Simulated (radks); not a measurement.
**Nb²⁺ in [Kr] 4d3: an all-electron calculation**

One table from this session's results is given with a row withheld; the runs are named, their logs left out.

Program: radks (a radial shooting solver on a logarithmic mesh, Libxc functionals) version 1. Level of theory: Dirac Kohn-Sham, PBEsol, spin-unpolarised, spherical densities, point nucleus; open shells fill j = l - 1/2 first. These are calculated values, not measurements, unless marked.

### What is computed

```
element       : niobium (Z = 41)
charge        : +2
electrons     : 39
configuration : [Kr] 4d3
```

The first run:

The run's settings:

```text
Z 41
configuration [Kr] 4d3
relativity Dirac
functional pbe_sol,pbe_sol
spin unpolarised
j_filling energy
nucleus point
c 137.035999084
```

One of the session's tables, all rows but one given; the rest of the session is left out.

It belongs to the step «Radial structure». Sizes of the orbitals, from the radial functions (bohr):

| level | <r> | outermost maximum (interpolated) | 90 % within | nodes |
| --- | --- | --- | --- | --- |
| 1s1/2 | 0.03611 | 0.0235 | 0.0647 | 0 |
| 2s1/2 | 0.1578 | 0.133 | 0.244 | 1 |
| 2p1/2 | 0.1346 | 0.104 | 0.220 | 0 |
| 2p3/2 | 0.1391 | 0.108 | 0.226 | 0 |
| 3s1/2 | ? | ? | ? | ? |
| 3p1/2 | 0.4388 | 0.383 | 0.665 | 1 |
| 3p3/2 | 0.4493 | 0.393 | 0.680 | 1 |
| 3d3/2 | 0.4311 | 0.333 | 0.692 | 0 |
| 3d5/2 | 0.4346 | 0.335 | 0.697 | 0 |
| 4s1/2 | 1.155 | 1.03 | 1.68 | 3 |
| 4p1/2 | 1.271 | 1.10 | 1.89 | 2 |
| 4p3/2 | 1.301 | 1.13 | 1.93 | 2 |
| 4d3/2 | 1.843 | 1.44 | 2.90 | 1 |
| 4d5/2 | 1.858 | 1.45 | 2.93 | 1 |

Estimate the missing values for 3s1/2.

As computed: <r>: 0.4433; outermost maximum (interpolated): 0.396; 90 % within: 0.656; nodes: 2. In the column «<r>» it lies between 3p1/2 (0.4388) and 3p3/2 (0.4493).

Limits of these values: Spin polarisation and multiplet splitting are left out.
